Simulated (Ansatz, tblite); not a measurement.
# [TcNCl4]2-: spin states and exact exchange

Aim: set other spin states of [TcNCl4]2- against its singlet, on many levels of theory.

Method: as each input shows; program: Ansatz 0.2.0, Gaussian basis.

The runs, in order: triplet, relaxed (GFN1-xTB, GFN2-xTB, PBE0-D4/def2-TZVPD, PBE-D4/def2-TZVPD, r2SCAN-D4/def2-TZVPD, B3LYP-D4/def2-TZVPD, HSE06-D4/def2-TZVPD, ωB97M-V/def2-TZVPD, HF/def2-TZVPD, BLYP-D4/def2-TZVPD, MP2/def2-TZVPD); broken-symmetry singlet, at the geometry of the singlet (PBE0-D4/def2-TZVPD, PBE-D4/def2-TZVPD, r2SCAN-D4/def2-TZVPD); the singlet's energies come from earlier runs.

12 further runs of the same task are left out: 12 that didn't finish.

### 1 The geometry

The geometry is that of the singlet, from an earlier relaxation (PBE0-D4/def2-SVPD).

6 atoms, charge -2, spin multiplicity 1.

Atoms are counted from 1 here; the program's logs count them from 0.

Bond lengths: Tc1–N2 1.584 Å, Tc1–Cl3 2.447 Å, Tc1–Cl4 2.447 Å, Tc1–Cl5 2.447 Å, Tc1–Cl6 2.447 Å. Angles: N2–Tc1–Cl3 104.4°, N2–Tc1–Cl4 104.4°, N2–Tc1–Cl5 104.4°, N2–Tc1–Cl6 104.4°, Cl3–Tc1–Cl4 86.6°, Cl3–Tc1–Cl5 151.2°, Cl3–Tc1–Cl6 86.3°, Cl4–Tc1–Cl5 86.3°, Cl4–Tc1–Cl6 151.2°, Cl5–Tc1–Cl6 86.6°.

Formally the metal is d2. Tc takes a core potential in the def2 sets. No spin-orbit coupling is included. The ion is computed in the gas phase, without counter-ions or solvent.

### 2 Relaxing the triplet

in.yaml reads:

```yaml
crystal:
  periodic: [false, false, false]
  atoms:
    - {symbol: Tc, position_ang: [0.000139, -0.000234, 0.141132]}
    - {symbol: N, position_ang: [0.002244, -0.005774, 1.725441]}
    - {symbol: Cl, position_ang: [2.369902, 0.012958, -0.469370]}
    - {symbol: Cl, position_ang: [-0.017565, 2.371985, -0.459616]}
    - {symbol: Cl, position_ang: [-2.371050, -0.010100, -0.463865]}
    - {symbol: Cl, position_ang: [0.016320, -2.368847, -0.473721]}
basis:
  gaussian: {orbitals: def2-SVPD}
total_charge: -2
magnetization: {spin_polarized: true, initial_magnetization: 2}
hamiltonian: {xc: pbe0, dispersion: d4}
scf: {lower_state_search: "off"}
output: {orbitals: {seedname: orbitals}}
relax: {f_tol: 0.02, max_steps: 100}
```

Run with:

```sh
$ ansatz run in.yaml --threads 4 --pin off --events-out ev --progress --plain --max-ram 8704MiB
```

Standard output, shortened:

```text
Functional definition: PBE0
  name "PBE0"
  cite "Adamo & Barone, J. Chem. Phys. 110, 6158 (1999) doi:10.1063/1.478522"
  cite "Perdew, Burke & Ernzerhof, Phys. Rev. Lett. 77, 3865 (1996) doi:10.1103/PhysRevLett.77.3865"
  parent pbe
[...]
1638 factors; integrals over basis functions are off by at most 2.1e-4 eV
[...]
mean field -53750.47759092 eV, -1975.2936180842 hartree, gradient 8.1e-6 eV, S^2 2.044197; 0 other end points of the search recorded, 0 dependent functions left out
[...]
reference -53750.47762546 eV, -1975.2936193532 hartree; 47, 45 occupied and 115, 117 virtual orbitals, 1638 factors
relax step   1: F+E_penalty+E_count = -53750.84838810 eV  Δ(F+E_penalty+E_count) = +0.000e0 eV  max|allowed force component| = 1.111e0 eV/Å  Δτ_max = 0.0000 Å  (21 SCF iters, accepted)
[...]
relax step   4: F+E_penalty+E_count = -53751.07944705 eV  Δ(F+E_penalty+E_count) = -1.405e-2 eV  max|allowed force component| = 7.398e-2 eV/Å  Δτ_max = 0.0270 Å  (26 SCF iters, accepted)
[...]
relax step   7: F+E_penalty+E_count = -53751.08109623 eV  Δ(F+E_penalty+E_count) = -6.057e-4 eV  max|allowed force component| = 1.157e-2 eV/Å  Δτ_max = 0.0206 Å  (27 SCF iters, accepted)
[...]
relax step  10: F+E_penalty+E_count = -53751.15951697 eV  Δ(F+E_penalty+E_count) = -4.383e-2 eV  max|allowed force component| = 1.814e-1 eV/Å  Δτ_max = 0.1945 Å  (29 SCF iters, accepted)
[...]
relax step  13: F+E_penalty+E_count = -53751.22297177 eV  Δ(F+E_penalty+E_count) = -9.761e-4 eV  max|allowed force component| = 2.243e-2 eV/Å  Δτ_max = 0.0077 Å  (29 SCF iters, accepted)
[...]
relax step  14: F+E_penalty+E_count = -53751.22303674 eV  Δ(F+E_penalty+E_count) = -6.497e-5 eV  max|allowed force component| = 7.089e-2 eV/Å  Δτ_max = 0.0122 Å  (28 SCF iters, accepted)
[...]
relax step  15: F+E_penalty+E_count = -53751.22317146 eV  Δ(F+E_penalty+E_count) = -1.347e-4 eV  max|allowed force component| = 1.423e-2 eV/Å  Δτ_max = 0.0070 Å  (29 SCF iters, accepted)
Total energy: -53751.22320625 eV, -1975.3210189420 hartree
Atom 0 at     0.000201    -0.000848     0.255366 Å, force     0.000259     0.000303     0.014226 eV/Å
Atom 1 at     0.002192    -0.005684     1.851178 Å, force    -0.000020    -0.000214     0.002224 eV/Å
Atom 2 at     2.546589     0.014237     0.166392 Å, force     0.004669     0.000140    -0.003926 eV/Å
Atom 3 at    -0.013391     2.050091    -1.216410 Å, force    -0.000097    -0.000352    -0.004219 eV/Å
Atom 4 at    -2.546426    -0.015170     0.172651 Å, force    -0.004118    -0.000384    -0.004336 eV/Å
Atom 5 at     0.010825    -2.042638    -1.229176 Å, force    -0.000692     0.000506    -0.003969 eV/Å
Dipole moment:     0.000421    -0.001446     0.460632 e Å
Checks for a lower state left out: stability, starts, cluster_reference, orbital_swaps, neighbouring_geometries, increment
```

It took 87 s on 4 threads of Arm Neoverse V1, shared host; peak memory 0.62 GiB.

Relaxation path: (the energy doesn't fall at every step)

| step | energy from step 1 (eV) | largest force component (eV/Å) |
| --- | --- | --- |
| 1 | 0.0000 | 1.1113 |
| 2 | -0.2170 | 0.2753 |
| 3 | -0.2110 | 1.7706 |
| 4 | -0.2311 | 0.0740 |
| 5 | -0.2319 | 0.0080 |
| 6 | -0.2321 | 0.0077 |
| 7 | -0.2327 | 0.0116 |
| 8 | -0.2352 | 0.0232 |
| 9 | -0.2673 | 0.0584 |
| 10 | -0.3111 | 0.1814 |
| 11 | -0.3557 | 0.3322 |
| 12 | -0.3736 | 0.1439 |
| 13 | -0.3746 | 0.0224 |
| 14 | -0.3746 | 0.0709 |
| 15 | -0.3748 | 0.0142 |

The force was under the threshold of 0.02 eV/Å already at step 5, but the program went on to step 15.

Close pairs (by a distance rule), those that changed most:

| bond | before (Å) | after (Å) | change (Å) |
| --- | --- | --- | --- |
| Tc1–Cl5 | 2.447 | 2.548 | +0.101 |
| Tc1–Cl3 | 2.447 | 2.548 | +0.101 |
| Tc1–Cl6 | 2.447 | 2.524 | +0.077 |
| Tc1–Cl4 | 2.447 | 2.524 | +0.077 |
| Tc1–N2 | 1.584 | 1.596 | +0.012 |

### 3 Triplet, first pass, PBE-D4/def2-SVP

start.molden holds the orbitals of an earlier run on this state, given as this run's starting guess.

in.yaml reads:

```yaml
crystal:
  periodic: [false, false, false]
  atoms:
    - {symbol: Tc, position_ang: [0.000201, -0.000848, 0.255366]}
    - {symbol: N, position_ang: [0.002192, -0.005684, 1.851178]}
    - {symbol: Cl, position_ang: [2.546589, 0.014237, 0.166392]}
    - {symbol: Cl, position_ang: [-0.013391, 2.050091, -1.216410]}
    - {symbol: Cl, position_ang: [-2.546426, -0.015170, 0.172651]}
    - {symbol: Cl, position_ang: [0.010825, -2.042638, -1.229176]}
basis:
  gaussian: {orbitals: def2-SVP, initial_orbitals: start.molden}
total_charge: -2
magnetization: {spin_polarized: true, initial_magnetization: 2}
hamiltonian: {xc: pbe, dispersion: d4}
output: {orbitals: {seedname: orbitals}}
```

The command is unchanged.

Standard output:

```text
Functional definition: PBE
  name "PBE"
  cite "Perdew, Burke & Ernzerhof, Phys. Rev. Lett. 77, 3865 (1996) doi:10.1103/PhysRevLett.77.3865"
  parent pbe
  parameter kappa = 0.804
  parameter beta = 0.06672455060314922
  exchange = pbe_x(kappa = kappa, mu = beta*pi^2/3)
  correlation = pbe_c(beta = beta)
1274 factors; their error is unknown
mean field evaluation 1: about -53745.9122 eV, gradient 9.8e0 eV
mean field evaluation 2: about -53746.4069 eV, gradient 5.0e-1 eV
mean field evaluation 4: about -53746.3559 eV, gradient 7.1e-2 eV
mean field evaluation 8: about -53746.3559 eV, gradient 1.2e-5 eV
mean field evaluation 16: about -53746.4094 eV, gradient 1.1e0 eV
mean field evaluation 32: about -53746.2184 eV, gradient 4.3e0 eV
mean field -53746.35591628 eV, -1975.1421493346 hartree, gradient 1.2e-5 eV, S^2 2.020289; 2 other end points of the search recorded, 0 dependent functions left out
reference -53746.35597977 eV, -1975.1421516678 hartree; 47, 45 occupied and 70, 72 virtual orbitals, 1274 factors
Total energy: -53746.76791676 eV, -1975.1572900733 hartree
```

It took 4.7 s on 4 threads of Arm Neoverse V1, shared host.

Report: HOMO 4.68 eV, LUMO 4.88 eV (over both spins); ⟨S²⟩ 2.020 (pure: 2.00). Doubts: highest occupied level lies above zero.

### 4 Triplet, GFN1-xTB

Tight binding, by tblite at 300 K electronic temperature and without a spin-polarisation term:

```python
tblite.interface.Calculator('GFN1-xTB', numbers, positions, charge=-2, uhf=2).singlepoint()
```

Energy -629.1040 eV; 0.008 s.

### 5 Triplet, GFN2-xTB

Tight binding, by tblite at 300 K electronic temperature and without a spin-polarisation term:

```python
tblite.interface.Calculator('GFN2-xTB', numbers, positions, charge=-2, uhf=2).singlepoint()
```

Energy -662.0322 eV; 0.009 s.

### 6 Triplet, PBE0-D4/def2-TZVPD

Changes to in.yaml since step 3:

```diff
@@ -10,6 +10,7 @@
 basis:
-  gaussian: {orbitals: def2-SVP, initial_orbitals: start.molden}
+  gaussian: {orbitals: def2-TZVPD, initial_orbitals: start.molden}
 total_charge: -2
 magnetization: {spin_polarized: true, initial_magnetization: 2}
-hamiltonian: {xc: pbe, dispersion: d4}
+hamiltonian: {xc: pbe0, dispersion: d4}
+scf: {omitted_lower_state_checks: [starts]}
 output: {orbitals: {seedname: orbitals}}
```

Same command.

Standard output:

```text
Functional definition: PBE0
  name "PBE0"
  cite "Adamo & Barone, J. Chem. Phys. 110, 6158 (1999) doi:10.1063/1.478522"
  cite "Perdew, Burke & Ernzerhof, Phys. Rev. Lett. 77, 3865 (1996) doi:10.1103/PhysRevLett.77.3865"
  parent pbe
  parameter a = 0.25
  parameter kappa = 0.804
  parameter beta = 0.06672455060314922
  exchange = (1 - a)*pbe_x(kappa = kappa, mu = beta*pi^2/3) + a*exact_x
  correlation = pbe_c(beta = beta)
these checks for a lower state are left out or cut short: starts
1785 factors; their error is unknown
mean field evaluation 1: about -53763.9142 eV, gradient 1.4e2 eV
mean field evaluation 2: about -53768.4189 eV, gradient 6.9e0 eV
mean field evaluation 4: about -53769.2455 eV, gradient 3.9e-2 eV
mean field evaluation 8: about -53769.3766 eV, gradient 1.4e-5 eV
mean field -53769.37663228 eV, -1975.9881450438 hartree, gradient 1.4e-5 eV, S^2 2.055707; 0 other end points of the search recorded, 0 dependent functions left out
reference -53769.37667492 eV, -1975.9881466106 hartree; 47, 45 occupied and 214, 216 virtual orbitals, 1785 factors
Total energy: -53769.73517285 eV, -1976.0013211669 hartree
Checks for a lower state left out: starts
```

Wall time 22 s (4 threads of Arm Neoverse V1, shared host); peak memory 1.4 GiB.

From the report: HOMO 2.03 eV, LUMO 4.91 eV (over both spins); ⟨S²⟩ 2.056 (pure: 2.00). Doubts: highest occupied level lies above zero.

### 7 Triplet, PBE-D4/def2-TZVPD

Changes to in.yaml since step 6:

```diff
@@ -13,3 +13,3 @@
 magnetization: {spin_polarized: true, initial_magnetization: 2}
-hamiltonian: {xc: pbe0, dispersion: d4}
+hamiltonian: {xc: pbe, dispersion: d4}
 scf: {omitted_lower_state_checks: [starts]}
```

The command is unchanged.

Standard output:

```text
Functional definition: PBE
  name "PBE"
  cite "Perdew, Burke & Ernzerhof, Phys. Rev. Lett. 77, 3865 (1996) doi:10.1103/PhysRevLett.77.3865"
  parent pbe
  parameter kappa = 0.804
  parameter beta = 0.06672455060314922
  exchange = pbe_x(kappa = kappa, mu = beta*pi^2/3)
  correlation = pbe_c(beta = beta)
these checks for a lower state are left out or cut short: starts
1653 factors; their error is unknown
mean field evaluation 1: about -53766.9471 eV, gradient 1.2e1 eV
mean field evaluation 2: about -53767.1714 eV, gradient 4.2e-1 eV
mean field evaluation 4: about -53767.1665 eV, gradient 5.0e-2 eV
mean field evaluation 8: about -53767.1665 eV, gradient 1.7e-5 eV
mean field -53767.16654893 eV, -1975.9069259787 hartree, gradient 1.7e-5 eV, S^2 2.021181; 0 other end points of the search recorded, 0 dependent functions left out
reference -53767.16660182 eV, -1975.9069279225 hartree; 47, 45 occupied and 214, 216 virtual orbitals, 1653 factors
Total energy: -53767.57853882 eV, -1975.9220663280 hartree
Checks for a lower state left out: starts
```

Run time: 7.5 s. Hardware: 4 threads of Arm Neoverse V1, shared host; peak memory 0.55 GiB.

From the report: HOMO 3.52 eV, LUMO 3.73 eV (over both spins); ⟨S²⟩ 2.021 (pure: 2.00). Doubts: highest occupied level lies above zero.

### 8 Triplet, r2SCAN-D4/def2-TZVPD

Changes to in.yaml since step 7:

```diff
@@ -13,3 +13,3 @@
 magnetization: {spin_polarized: true, initial_magnetization: 2}
-hamiltonian: {xc: pbe, dispersion: d4}
+hamiltonian: {xc: r2scan, dispersion: d4}
 scf: {omitted_lower_state_checks: [starts]}
```

Same command.

Standard output:

```text
Functional definition: r2SCAN
  name "r2SCAN"
  cite "Furness, Kaplan, Ning, Perdew & Sun, J. Phys. Chem. Lett. 11, 8208 (2020) doi:10.1021/acs.jpclett.0c02405"
  cite "Furness, Kaplan, Ning, Perdew & Sun, J. Phys. Chem. Lett. 11, 9248 (2020) doi:10.1021/acs.jpclett.0c03077"
  parent r2scan
  parameter k0 = 0.174
  parameter k1 = 0.065
  parameter a1 = 4.9479
  exchange = r2scan_x(k0 = k0, k1 = k1, a1 = a1)
  correlation = r2scan_c
these checks for a lower state are left out or cut short: starts
1653 factors; their error is unknown
mean field evaluation 1: about -53785.4284 eV, gradient 8.8e0 eV
mean field evaluation 2: about -53785.4968 eV, gradient 1.3e-1 eV
mean field evaluation 4: about -53785.4797 eV, gradient 1.0e-3 eV
mean field -53785.47974027 eV, -1976.5799233473 hartree, gradient 1.8e-5 eV, S^2 2.056844; 0 other end points of the search recorded, 0 dependent functions left out
reference -53785.47979408 eV, -1976.5799253247 hartree; 47, 45 occupied and 214, 216 virtual orbitals, 1653 factors
Total energy: -53785.57582938 eV, -1976.5834545571 hartree
Checks for a lower state left out: starts
```

It took 19 s on 4 threads of Arm Neoverse V1, shared host; peak memory 0.64 GiB.

Report: HOMO 3.17 eV, LUMO 4.07 eV (over both spins); ⟨S²⟩ 2.057 (pure: 2.00). Doubts: highest occupied level lies above zero.

### 9 Triplet, B3LYP-D4/def2-TZVPD

Changes to in.yaml since step 8:

```diff
@@ -13,3 +13,3 @@
 magnetization: {spin_polarized: true, initial_magnetization: 2}
-hamiltonian: {xc: r2scan, dispersion: d4}
+hamiltonian: {xc: {name: B3LYP}, dispersion: d4}
 scf: {omitted_lower_state_checks: [starts]}
```

Same command.

Standard output, shortened:

```text
Functional definition: B3LYP
  name "B3LYP"
  cite "Stephens, Devlin, Chabalowski & Frisch, J. Phys. Chem. 98, 11623 (1994) doi:10.1021/j100096a001"
  cite "Becke, Phys. Rev. A 38, 3098 (1988) doi:10.1103/PhysRevA.38.3098"
  cite "Lee, Yang & Parr, Phys. Rev. B 37, 785 (1988) doi:10.1103/PhysRevB.37.785"
  cite "Vosko, Wilk & Nusair, Can. J. Phys. 58, 1200 (1980) doi:10.1139/p80-159"
[...]
1730 factors; their error is unknown
[...]
mean field -53790.41344418 eV, -1976.7612336220 hartree, gradient 2.2e-5 eV, S^2 2.037236; 0 other end points of the search recorded, 0 dependent functions left out
reference -53790.41371253 eV, -1976.7612434835 hartree; 47, 45 occupied and 214, 216 virtual orbitals, 1730 factors
Total energy: -53791.09051561 eV, -1976.7861155381 hartree
Checks for a lower state left out: starts
```

Wall time 22 s (4 threads of Arm Neoverse V1, shared host); peak memory 1.3 GiB.

From the report: HOMO 2.29 eV, LUMO 4.50 eV (over both spins); ⟨S²⟩ 2.037 (pure: 2.00). Doubts: highest occupied level lies above zero.

### 10 Triplet, HSE06-D4/def2-TZVPD

Changes to in.yaml since step 9:

```diff
@@ -13,3 +13,3 @@
 magnetization: {spin_polarized: true, initial_magnetization: 2}
-hamiltonian: {xc: {name: B3LYP}, dispersion: d4}
+hamiltonian: {xc: hse06, dispersion: d4}
 scf: {omitted_lower_state_checks: [starts]}
```

Same command.

Standard output, shortened:

```text
Functional definition: HSE06
  name "HSE06"
  cite "Heyd, Scuseria & Ernzerhof, J. Chem. Phys. 118, 8207 (2003) doi:10.1063/1.1564060"
  cite "Krukau, Vydrov, Izmaylov & Scuseria, J. Chem. Phys. 125, 224106 (2006) doi:10.1063/1.2404663"
  cite "Heyd & Scuseria, J. Chem. Phys. 120, 7274 (2004) doi:10.1063/1.1668634"
  cite "Ernzerhof & Perdew, J. Chem. Phys. 109, 3313 (1998) doi:10.1063/1.476928"
  cite "Perdew, Burke & Ernzerhof, Phys. Rev. Lett. 77, 3865 (1996) doi:10.1103/PhysRevLett.77.3865"
  parent pbe
[...]
  # The whole range is PBE's own exchange, as in plane waves. The composition of these papers is wPBEh.
[...]
1785 factors; their error is unknown
122 factors; integrals over basis functions are off by at most 1.4e-5 eV
[...]
mean field -53768.45582337 eV, -1975.9543059404 hartree, gradient 2.4e-5 eV, S^2 2.055458; 0 other end points of the search recorded, 0 dependent functions left out
reference -53768.45588022 eV, -1975.9543080295 hartree; 47, 45 occupied and 214, 216 virtual orbitals, 1785 factors
Total energy: -53768.79813725 eV, -1975.9668857434 hartree
Checks for a lower state left out: starts
```

It took 21 s on 4 threads of Arm Neoverse V1, shared host; peak memory 1.4 GiB.

Report: HOMO 2.42 eV, LUMO 4.53 eV (over both spins); ⟨S²⟩ 2.055 (pure: 2.00). Doubts: highest occupied level lies above zero.

### 11 Triplet, ωB97M-V/def2-TZVPD

Changes to in.yaml since step 10:

```diff
@@ -13,3 +13,3 @@
 magnetization: {spin_polarized: true, initial_magnetization: 2}
-hamiltonian: {xc: hse06, dispersion: d4}
+hamiltonian: {xc: {name: wB97M-V}}
 scf: {omitted_lower_state_checks: [starts]}
```

The command is unchanged.

Standard output, shortened:

```text
Functional definition: wB97M-V
  name "wB97M-V"
  cite "Mardirossian & Head-Gordon, J. Chem. Phys. 144, 214110 (2016) doi:10.1063/1.4952647"
  cite "Becke, J. Chem. Phys. 107, 8554 (1997) doi:10.1063/1.475007"
  cite "Vydrov & Van Voorhis, J. Chem. Phys. 133, 244103 (2010) doi:10.1063/1.3521275"
  # Of w^i u^j: cxij and so on, Table III.
[...]
  gx(w, u) = 1 - cx + cx01*u + cx10*w
  gss(w, u) = css00 + css04*u^4 + css10*w + css20*w^2 + css43*w^4*u^3
  gos(w, u) = cos00 + cos10*w + (cos20 + cos21*u)*w^2 + (cos60 + cos61*u)*w^6
[...]
      + integral(e_c_pw_mod_opposite_spin*gos(b97_w_opposite, b97_u_opposite)) + vv10(b, c)
[...]
1653 factors; their error is unknown
339 factors; integrals over basis functions are off by at most 3.9e-5 eV
[...]
mean field -53782.71015719 eV, -1976.4781430465 hartree, gradient 2.5e-5 eV, S^2 2.054820; 0 other end points of the search recorded, 0 dependent functions left out
reference -53782.71021730 eV, -1976.4781452555 hartree; 47, 45 occupied and 214, 216 virtual orbitals, 1653 factors
Total energy: -53782.71021730 eV, -1976.4781452555 hartree
Checks for a lower state left out: starts
```

It took 43 s on 4 threads of Arm Neoverse V1, shared host; peak memory 1.8 GiB.

Report: HOMO -0.25 eV, LUMO 6.40 eV (over both spins); ⟨S²⟩ 2.055 (pure: 2.00).

### 12 Triplet, HF/def2-TZVPD

Changes to in.yaml since step 11:

```diff
@@ -13,3 +13,3 @@
 magnetization: {spin_polarized: true, initial_magnetization: 2}
-hamiltonian: {xc: {name: wB97M-V}}
+hamiltonian: {xc: hf}
 scf: {omitted_lower_state_checks: [starts]}
```

Same command.

Standard output:

```text
Functional definition: HF
  name "HF"
  cite "Fock, Z. Phys. 61, 126 (1930) doi:10.1007/BF01340294"
  parent pbe
  exchange = exact_x
  correlation = 0
these checks for a lower state are left out or cut short: starts
2042 factors; their error is unknown
mean field evaluation 1: about -53679.4853 eV, gradient 3.4e1 eV
mean field evaluation 2: about -53681.2427 eV, gradient 2.8e0 eV
mean field evaluation 4: about -53681.7617 eV, gradient 3.3e-1 eV
mean field evaluation 8: about -53682.3318 eV, gradient 1.0e-3 eV
mean field -53682.33180664 eV, -1972.7893067026 hartree, gradient 1.4e-5 eV, S^2 2.932839; 0 other end points of the search recorded, 0 dependent functions left out
reference -53682.33180664 eV, -1972.7893067026 hartree; 47, 45 occupied and 214, 216 virtual orbitals, 2042 factors
Total energy: -53682.33180664 eV, -1972.7893067026 hartree
Checks for a lower state left out: starts
```

Run time: 19 s. Hardware: 4 threads of Arm Neoverse V1, shared host; peak memory 1.3 GiB.

Report: HOMO -1.41 eV, LUMO 7.12 eV (over both spins); ⟨S²⟩ 2.933 (pure: 2.00). Doubts: spin contamination.

### 13 Triplet, BLYP-D4/def2-TZVPD

Changes to in.yaml since step 12:

```diff
@@ -13,3 +13,3 @@
 magnetization: {spin_polarized: true, initial_magnetization: 2}
-hamiltonian: {xc: hf}
+hamiltonian: {xc: {name: BLYP}, dispersion: d4}
 scf: {omitted_lower_state_checks: [starts]}
```

Same command.

Standard output:

```text
Functional definition: BLYP
  name "BLYP"
  cite "Becke, Phys. Rev. A 38, 3098 (1988) doi:10.1103/PhysRevA.38.3098"
  cite "Lee, Yang & Parr, Phys. Rev. B 37, 785 (1988) doi:10.1103/PhysRevB.37.785"
  parameter beta = 0.0042
  parameter a = 0.04918
  parameter b = 0.132
  parameter c = 0.2533
  parameter d = 0.349
  exchange = b88_x(beta = beta)
  correlation = lyp_c(a = a, b = b, c = c, d = d)
these checks for a lower state are left out or cut short: starts
1653 factors; their error is unknown
mean field evaluation 1: about -53786.8695 eV, gradient 1.6e1 eV
mean field evaluation 2: about -53787.2814 eV, gradient 6.2e-1 eV
mean field evaluation 4: about -53787.2809 eV, gradient 5.4e-2 eV
mean field evaluation 8: about -53787.2809 eV, gradient 1.8e-5 eV
mean field -53787.28094283 eV, -1976.6461163204 hartree, gradient 1.8e-5 eV, S^2 2.017778; 0 other end points of the search recorded, 0 dependent functions left out
reference -53787.28128068 eV, -1976.6461287364 hartree; 47, 45 occupied and 214, 216 virtual orbitals, 1653 factors
Total energy: -53788.14068461 eV, -1976.6777112483 hartree
Checks for a lower state left out: starts
```

Wall time 9 s (4 threads of Arm Neoverse V1, shared host); peak memory 0.55 GiB.

HOMO 3.64 eV, LUMO 3.76 eV (over both spins); ⟨S²⟩ 2.018 (pure: 2.00). Doubts: highest occupied level lies above zero.

(Part 1 of 2 ends here.)
